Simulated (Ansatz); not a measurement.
# GaGe under changes of volume

One of the cells (24.335 Å³/atom); the others are scaled copies at fixed shape and fractional positions:

```
Ge Ga
1.0
     0.00000    2.89784    2.89784
     2.89784    0.00000    2.89784
     2.89784    2.89784    0.00000
Ge Ga
1 1
Direct
  0.00000 0.00000 0.00000
  0.25000 0.25000 0.25000
```

The cell comes from a database or a generator and needn't be the stable form of this composition.

```yaml
Program: Ansatz 0.2.0
Functional: HSE06
Potentials_or_basis: Ansatz PAW
Cutoff: "420 eV (not typed: the program's choice for these potentials)"
k_mesh: 6 × 6 × 6
Occupations: fermi-dirac, width 0.05 eV
Spin: no spin polarisation
```

```tsv
volume (Å³/atom)	energy over the lowest point (meV/atom)	pressure (GPa)
22.875	6.70	2.4
23.361	1.40	1.1
23.848	0.00	-0.1
24.335	2.06	-1.2
24.821	?	?
25.308	15.08	-3.0
25.795	25.42	-3.8
```

Question: What does the run at 24.821 Å³/atom give?

Answer: Energy over the lowest point 7.17 meV/atom; pressure -2.2 GPa.

Worked out: A Birch-Murnaghan fit of order 3 (a polynomial in V^(-2/3)) to the other rows has its minimum at 23.79 Å³/atom with B0 = V·E''(V) = 56 GPa and B' = 4.7. It gives 7.19 meV/atom at 24.821 Å³/atom, against the run's 7.17, and -dE/dV = -2.2 GPa, against -2.2.

Energies are extrapolated to zero smearing.

Caveats: the PAW data sets come from PBE, with cores solved anew for the run's functional, which leaves a small shift of forces and pressure; the thresholds are loose for stress.
